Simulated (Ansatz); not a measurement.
**AlAsH₂+ (doublet): from Hartree-Fock to the top rungs, cc-pVTZ**

Aim: climb from Hartree-Fock through coupled cluster for AlAsH₂+ (doublet) at one geometry and basis, and see what each rung misses.

Method: cc-pVTZ, core rule «outside noble gas», up to 19 orbitals frozen; program: Ansatz 0.2.0, Gaussian basis.

To be run: UHF; CCSD(T) on ROHF; CCSD(T) on UHF; BCCD(T) on ROHF; CCSDT(Q) on ROHF; CCSDT(Q) on UHF.

9 further runs of the same task are left out: 6 for a known fault of the program, 3 set aside as unsound or not needed.

## (1) The geometry

The geometry is a PBE0/def2-TZVP stationary point (not a proven minimum) of the parent state, kept for this charge and spin. No spin-orbit coupling is included. The filled d shell of As may be among the frozen orbitals whatever the setting's name suggests; the logs give the count.

4 atoms, charge 1, spin multiplicity 2.

Atoms are counted from 1 here; the program's logs count them from 0.

Bond lengths: Al1–As2 2.217 Å, Al1–H3 1.583 Å, As2–H4 1.572 Å. Angles: As2–Al1–H3 172.3°, Al1–As2–H4 67.2°.

Geometry (Å):

```xyz
4
charge 1, multiplicity 2
Al    0.00000    0.03221    1.59872
As    0.00000    0.00991   -0.61846
H     0.00000   -0.16496    3.16971
H     0.00000   -1.43361    0.00520
```

## (2) UHF

The input, in.yaml:

```yaml
crystal:
  periodic: [false, false, false]
  atoms:
    - {symbol: Al, position_ang: [0.000000, 0.032210, 1.598723]}
    - {symbol: As, position_ang: [0.000000, 0.009906, -0.618461]}
    - {symbol: H, position_ang: [0.000000, -0.164956, 3.169708]}
    - {symbol: H, position_ang: [0.000000, -1.433607, 0.005203]}
basis:
  gaussian: {orbitals: cc-pVTZ}
total_charge: 1
magnetization: {spin_polarized: true, initial_magnetization: 1}
hamiltonian: {xc: hf}
output: {orbitals: {seedname: orbitals}}
```

The run is started by

```bash
$ ansatz run in.yaml --threads 1 --pin off --events-out ev --progress --plain --max-ram 4096MiB --backend cpu
```

After this run come: CCSD(T) on ROHF; CCSD(T) on UHF; BCCD(T) on ROHF; CCSDT(Q) on ROHF; CCSDT(Q) on UHF.

Before running them: what should the planned runs give, taken together? Wanted: UCCSDT(Q) below the RHF energy; RMP2 from UCCSDT(Q); UMP2 from UCCSDT(Q); RCCSD from UCCSDT(Q); RCCSD(T) from UCCSDT(Q); UCCSD(T) from UCCSDT(Q); RCCSDT(Q) from UCCSDT(Q); T1 diagnostic.

As calculated:

| quantity | value |
| --- | --- |
| UCCSDT(Q) below the RHF energy | -5.7569 eV |
| RMP2 from UCCSDT(Q) | +102.4 kJ/mol |
| UMP2 from UCCSDT(Q) | +104.3 kJ/mol |
| RCCSD from UCCSDT(Q) | +25.1 kJ/mol |
| RCCSD(T) from UCCSDT(Q) | +4.3 kJ/mol |
| UCCSD(T) from UCCSDT(Q) | +4.1 kJ/mol |
| RCCSDT(Q) from UCCSDT(Q) | +0.3 kJ/mol |
| levels within 1 kcal/mol (43 meV) | UCCSD(T), RCCSDT, UCCSDT, RCCSDT(Q) |
| T1 diagnostic | 0.018 |

What this shows: RCCSD(T) lands +4.3 kJ/mol from the yardstick (0.8 % of the correlation energy). These misses are within one basis, not against nature; the frozen cores of restricted and unrestricted runs differ, which can shift their rows.
